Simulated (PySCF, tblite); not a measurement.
**C5H7FSSi2: geometry, infrared bands and NMR shifts**

Aim: predict the infrared bands and NMR shifts of C5H7FSSi2 (`C#C[Si@](F)(C#CC)S[SiH3]`).

Computed with tblite 0.8.0 and PySCF 2.14.0, with density-fitted response routines of our own, on a single molecule in the gas phase. Atoms are numbered from 0 throughout.

### Step 1. The starting structure

16 atoms, charge 0, multiplicity 1; geometry from: force field or distance geometry start.

Bonds of the start (Å): C0–C1 1.22, C1–Si2 1.82, Si2–F3 1.68, Si2–C4 1.82, C4–C5 1.22, C5–C6 1.47, Si2–S7 2.15, S7–Si8 2.13, C0–H9 1.07, C6–H10 1.13, C6–H11 1.12, C6–H12 1.12, Si8–H13 1.49, Si8–H14 1.47, Si8–H15 1.49.

### Step 2. Optimising the geometry with GFN2-xTB

The job: settings as JSON, then the geometry in Å.

```
{"job": {"kind": "relax", "xc": "GFN2-xTB", "basis": "xTB"}, "charge": 0, "multiplicity": 1}
C      0.779300     3.211200     2.602900
C      0.278300     2.160900     2.223300
Si    -0.413200     0.564400     1.705000
F     -0.680500    -0.396700     3.051800
C      0.682800    -0.289400     0.524800
C      1.421000    -0.837300    -0.276000
C      2.336000    -1.474700    -1.233500
S     -2.298300     0.894700     0.728000
Si    -2.643100    -0.474400    -0.870800
H      1.205000     4.132600     2.937600
H      1.863200    -1.415300    -2.255700
H      2.444600    -2.564500    -1.016900
H      3.333800    -0.975300    -1.231600
H     -1.453100    -1.317900    -1.155500
H     -3.163800     0.200400    -2.073200
H     -3.699600    -1.409700    -0.404100
```

The run is started by

```
$ OMP_NUM_THREADS=1 python probes_run.py task.json out
```

One launch serves the whole session: the jobs run in the order shown.

**Question.** This job is followed by: GFN2-xTB harmonic vibrations, gas phase; GIAO PBE0/pcSseg-1 NMR shielding, non-relativistic, gas phase. Predict these results of the whole session: strongest single infrared mode (GFN2-xTB); zero-point energy (GFN2-xTB); ¹³C shifts against TMS (PBE0/pcSseg-1); ¹H shifts against TMS (PBE0/pcSseg-1, means over atoms taken as alike); ²⁹Si shifts against TMS (PBE0/pcSseg-1); ¹⁹F shifts against CFCl3 (PBE0/pcSseg-1); ³³S shifts against CS2 (PBE0/pcSseg-1).

As calculated:

| quantity | value |
| --- | --- |
| strongest single infrared mode (GFN2-xTB) | 808 cm⁻¹, 414 km/mol |
| zero-point energy (GFN2-xTB) | 59.4 kcal/mol |
| ¹³C shifts against TMS (PBE0/pcSseg-1) | 114.0, 102.1, 86.3, 82.6, 5.6 ppm |
| ¹H shifts against TMS (PBE0/pcSseg-1, means over atoms taken as alike) | 4.74, 2.13, 2.04 ppm |
| ²⁹Si shifts against TMS (PBE0/pcSseg-1) | -37.4, -61.4 ppm |
| ¹⁹F shifts against CFCl3 (PBE0/pcSseg-1) | -141.8 ppm |
| ³³S shifts against CS2 (PBE0/pcSseg-1) | -222 ppm |

**Reading.** Relaxing lowered the energy by 0.346 eV in 130 steps; the close pair that moved most is Si2–F3, from 1.676 to 1.617 Å. The lowest mode is slightly imaginary (18i cm⁻¹), a soft motion within the noise of the Hessian, so the minimum is not strictly shown. The strongest single mode, at 808 cm⁻¹, moves mainly Si2 and F3. GFN2-xTB is a fitted tight-binding method: band positions and strengths are rough. Its intensities can rank the bands wrongly. At PBE0/pcSseg-1: Shielding is most anisotropic at S7 (span 307 ppm, paramagnetic term -335 ppm).
